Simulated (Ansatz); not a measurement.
# AlBr2F: small, medium and large basis sets

Aim: see how fast density functionals converge with the basis set for AlBr2F.

Program: Ansatz 0.2.0, Gaussian basis. Level of theory: one geometry, several basis sets. These are calculated values, not measurements.

Plan: PBE0-D4/def2-SVP; ωB97M-V/def2-SVP; PBE0-D4/def2-QZVPP; ωB97M-V/def2-QZVPP; the functionals' def2-TZVPP values are taken from earlier runs.

## Step 1: The relaxed structure

The geometry comes from an earlier relaxation with PBE0-D4 in a triple-zeta def2 set; it is a stationary point.

SMILES `[F][Al]([Br])[Br]`, 4 atoms, charge 0, spin multiplicity 1.

Atoms are counted from 1 here; the program's logs count them from 0.

Bond lengths: F1–Al2 1.634 Å, Al2–Br3 2.222 Å, Al2–Br4 2.222 Å. Angles: F1–Al2–Br3 119.0°, F1–Al2–Br4 119.0°, Br3–Al2–Br4 122.1°.

Geometry (Å):

```mol
AlBr2F
  3D, bonds by distance, orders not assigned

  4  3  0  0  0  0  0  0  0  0999 V2000
    0.0116    0.5857    1.6532 F   0  0
    0.0136    0.0289    0.1168 Al  0  0
    1.4216   -1.5993   -0.4361 Br  0  0
   -1.3912    0.9244   -1.3541 Br  0  0
  1  2  8  0
  2  3  8  0
  2  4  8  0
M  END
```

## Step 2: PBE0-D4 in def2-SVP

in.yaml reads:

```yaml
crystal:
  periodic: [false, false, false]
  atoms:
    - {symbol: F, position_ang: [0.011560, 0.585656, 1.653158]}
    - {symbol: Al, position_ang: [0.013604, 0.028871, 0.116754]}
    - {symbol: Br, position_ang: [1.421550, -1.599344, -0.436099]}
    - {symbol: Br, position_ang: [-1.391214, 0.924416, -1.354114]}
basis:
  gaussian: {orbitals: def2-SVP}
hamiltonian: {xc: pbe0, dispersion: d4}
output: {orbitals: {seedname: orbitals}}
```

Run with:

```sh
$ ansatz run in.yaml --threads 4 --pin off --events-out ev --progress --plain --max-ram 10444MiB
```

Further steps of the session: ωB97M-V in def2-SVP; PBE0-D4 in def2-QZVPP; ωB97M-V in def2-QZVPP.

Before running them: what should the planned runs give, taken together? Wanted: PBE0-D4: double and triple zeta above quadruple; ωB97M-V: double and triple zeta above quadruple.

As calculated:

| quantity | value |
| --- | --- |
| PBE0-D4: double and triple zeta above quadruple | 26.05, 3.23 eV |
| ωB97M-V: double and triple zeta above quadruple | 25.86, 3.11 eV |

For PBE0-D4 the step from double to triple zeta gains 22.82 eV and the next only 3.23 eV. These are total energies; as a rule much of such shifts cancels in differences, which this series doesn't test.
